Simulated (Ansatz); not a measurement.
# SrTaO2: the cost of one run

Computed with Ansatz 0.2.0 (DFT PBE, scalar-relativistic, plane waves, PAW, unless a step names another level, unless a step's input says otherwise).

## (1) The starting structure

Symmetry: P4/nmm, No. 129, tetragonal system. The conventional cell has a = 3.965 Å, b = 3.965 Å, c = 15.871 Å, α = 90.00°, β = 90.00°, γ = 90.00°. Sr (site symmetry 4mm) is surrounded by 9 O at 2.45 to 2.81 Å. Around Sr (site symmetry 4mm) lie 8 O at 2.80 to 2.87 Å and 1 Ta at 3.19 Å. Ta (site symmetry 4mm) is surrounded by 6 O at 1.98 to 2.10 Å. Around Ta (site symmetry 4mm) lie 1 O at 2.20 Å. O (site symmetry 2mm) has 2 Ta at 1.98 Å and 4 Sr at 2.72 to 2.87 Å as nearest neighbours. Around O (site symmetry 4mm) lie 2 Ta at 2.00 to 2.20 Å and 4 Sr at 2.80 Å. Around O (site symmetry 4mm) lie 1 Ta at 2.10 Å and 5 Sr at 2.45 to 2.81 Å.

Structure file:

```cif
data_structure
_symmetry_space_group_name_H-M 'P4/nmm:1'
_symmetry_Int_Tables_number 129
_cell_length_a 3.9655
_cell_length_b 3.9655
_cell_length_c 15.8711
_cell_angle_alpha 90.000
_cell_angle_beta 90.000
_cell_angle_gamma 90.000
_cell_volume 249.57
loop_
_atom_site_label
_atom_site_type_symbol
_atom_site_symmetry_multiplicity
_atom_site_Wyckoff_symbol
_atom_site_fract_x
_atom_site_fract_y
_atom_site_fract_z
_atom_site_occupancy
Sr1 Sr 2 c 0.50000 0.00000 0.58269 1
Sr2 Sr 2 c 0.50000 0.00000 0.83046 1
Ta1 Ta 2 c 0.00000 0.50000 0.70406 1
Ta2 Ta 2 c 0.00000 0.50000 0.96838 1
O1 O 4 f 0.50000 0.50000 0.69964 1
O2 O 2 c 0.00000 0.50000 0.83008 1
O3 O 2 c 0.00000 0.50000 0.57193 1
```

It came out lowest among 33 distinct ends of the trial cells. At a tolerance of 0.05 Å it has space group P4/nmm (No. 129).

## (2) A stricter relaxation, on the response runs' mesh and smearing

Contents of input.yaml:

```yaml
crystal:
  lattice:
    - [3.9654847499, 0.0, 0.0]
    - [0.0, 3.9654847499, 0.0]
    - [0.0, 0.0, 15.8710561383]
  atoms:
    - { symbol: Sr, position: [0.5, 0.0, 0.5826909268] }
    - { symbol: Sr, position: [0.5, 0.0, 0.8304614948] }
    - { symbol: Sr, position: [0.0, 0.5, 0.4173090732] }
    - { symbol: Sr, position: [0.0, 0.5, 0.1695385052] }
    - { symbol: Ta, position: [0.0, 0.5, 0.7040593033] }
    - { symbol: Ta, position: [0.0, 0.5, 0.9683830847] }
    - { symbol: Ta, position: [0.5, 0.0, 0.2959406967] }
    - { symbol: Ta, position: [0.5, 0.0, 0.0316169153] }
    - { symbol: O, position: [0.5, 0.5, 0.6996402278] }
    - { symbol: O, position: [0.0, 0.0, 0.6996402278] }
    - { symbol: O, position: [0.0, 0.5, 0.8300794237] }
    - { symbol: O, position: [0.0, 0.5, 0.5719255434] }
    - { symbol: O, position: [0.5, 0.5, 0.3003597722] }
    - { symbol: O, position: [0.0, 0.0, 0.3003597722] }
    - { symbol: O, position: [0.5, 0.0, 0.1699205763] }
    - { symbol: O, position: [0.5, 0.0, 0.4280744566] }
basis:
  ecutwfc: 420
kpoints:
  mp_grid: { grid: [8, 8, 2] }
hamiltonian:
  xc: pbe
scf:
  occupations: { method: gaussian, width: 0.1 }
output:
  forces: true
  stress: true
  eigenvalues: true
relax:
  adjacent_minimum: "off"
  f_tol: 0.001
  max_steps: 60
  cell: { stress_tol: 0.01 }
```

Launch:

```console
$ ansatz run input.yaml --threads 3 --pin off --max-ram 7680MiB --backend cpu --events-out ev --progress --plain --runs-dir out
```

Q: Estimate wall time and peak memory on 3 threads of AMD EPYC 9R45 (Zen 5), shared host.

About 44 s, with a peak of 1 GiB.
